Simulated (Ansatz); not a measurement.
# BN (P6_3mc): charge-density difference against the sublattices

Wanted for BN (P6_3mc): a charge-density difference against the sublattices.

Computed with Ansatz 0.2.0 through its Python package. Level of theory: DFT LDA, plane waves, PAW.

### 1 The structure

It takes space group P6_3mc (No. 186, hexagonal). Conventional cell: a = 2.536 Å, b = 2.536 Å, c = 4.199 Å, α = 90.00°, β = 90.00°, γ = 120.00°. B (site symmetry 3m) is surrounded by 4 N at 1.56 to 1.57 Å. N (site symmetry 3m) has 4 B at 1.56 to 1.57 Å as nearest neighbours.

No structure file is read: the coordinates are typed or built in the script.

### 2 The code

run_drho.py reads:

```python
'''Density of BN less that of its sublattices.'''

from dataclasses import dataclass

import ansatz as az
import numpy as np


@dataclass
class Options:
    xc: str = 'lda'
    smearing: str = 'methfessel_paxton'
    smearing_width: float = 0.02
    cutoff_ev: int = 460
    kmesh: tuple[int, ...] = (8, 8, 4)


opts = Options()

VECTORS = np.array([
    [2.536, 0.0, 0.0],
    [-1.268, 2.19624, 0.0],
    [0.0, 0.0, 4.199],
])
SITES = [
    ('B', (2 / 3, 1 / 3, 0.0)),
    ('B', (1 / 3, 2 / 3, 0.5)),
    ('N', (2 / 3, 1 / 3, 0.375)),
    ('N', (1 / 3, 2 / 3, 0.875)),
]


def build(cell):
    crystal = az.Crystal(lattice=az.Lattice.of(cell))
    for symbol, position in SITES:
        crystal = crystal.atom(symbol, position)
    return crystal


def main() -> None:
    # same cell, cutoff and mesh for the crystal and its parts
    def solve(crystal):
        return (
            crystal.calculation()
            .functional(opts.xc)
            .occupations(opts.smearing, width=opts.smearing_width)
            .basis(opts.cutoff_ev, grid_basis='typed')
            .kpoints(*opts.kmesh)
            .density()
            .run(threads=1)
        )


    whole = solve(build(VECTORS))
    difference = whole.density().channels[0].density_e_per_ang3.copy()
    binding = whole.report['free_energy_ev']
    for element in ['B', 'N']:
        part = az.Crystal(lattice=az.Lattice.of(VECTORS))
        for symbol, position in SITES:
            if symbol == element:
                part = part.atom(symbol, position)
        alone = solve(part)
        difference -= alone.density().channels[0].density_e_per_ang3
        binding -= alone.report['free_energy_ev']
        print(f'{element} sublattice: {alone.report["n_electrons"]:g} electrons, {alone.report["n_iterations"]} iterations')

    voxel = abs(np.linalg.det(VECTORS)) / difference.size
    print(f'energy of the crystal less its unpolarised sublattices: {binding / len(SITES):.4f} eV/atom')
    print(f'net charge of the difference {difference.sum() * voxel:.5f} e, charge moved {0.5 * np.abs(difference).sum() * voxel:.3f} e')
    print(f'extremes {difference.min():.4f} and {difference.max():.4f} e/A^3')
    for (symbol, position) in SITES:
        index = tuple(int(round(p * n)) % n for p, n in zip(position, difference.shape))
        print(f'  change of the pseudo-density at the grid point nearest {symbol}: {difference[index]:+.4f} e/A^3')
    profile = difference.mean(axis=(0, 1))
    print('planar mean along the third vector:', np.round(profile[:: max(len(profile) // 12, 1)], 4))


if __name__ == '__main__':
    main()
```

### 3 What the engine is handed

The package turns the script's settings into the engine's input (first run):

```yaml
crystal:
  lattice:
    - [2.536, 0.0, 0.0]
    - [-1.268, 2.19624, 0.0]
    - [0.0, 0.0, 4.199]
  atoms:
    - { symbol: B, position: [0.6666666666666666, 0.3333333333333333, 0.0] }
    - { symbol: B, position: [0.3333333333333333, 0.6666666666666666, 0.5] }
    - { symbol: "N", position: [0.6666666666666666, 0.3333333333333333, 0.375] }
    - { symbol: "N", position: [0.3333333333333333, 0.6666666666666666, 0.875] }
basis:
  ecutwfc: 460.0
  fft_grid_basis: typed
kpoints:
  mp_grid:
    grid: [8, 8, 4]
hamiltonian:
  xc: lda
scf:
  occupations:
    method: methfessel_paxton
    width: 0.02
output:
  write_density: true
```

### 4 The run

Run with:

```sh
python run_drho.py
```

Without the output at hand: what should come out? Wanted: charge moved; crystal less its sublattices.

As calculated:

```
                    quantity            value
                charge moved          1.143 e
crystal less its sublattices  -5.5350 eV/atom
               runs compared                3
```

In words: All 3 runs converged, in 4 to 6 cycles. Caveats:
- These settings explore the input space; cutoff and mesh may be short of convergence.
- The fields are valence quantities on the plane-wave grid; their values near the nuclei depend on the potentials.
- The structure is a deposited one; the phase is the one named, whichever is stable at ambient conditions.
- The fields are smooth valence densities, so values at the nuclei aren't all-electron ones; the sublattices are artificial, unpolarised references.
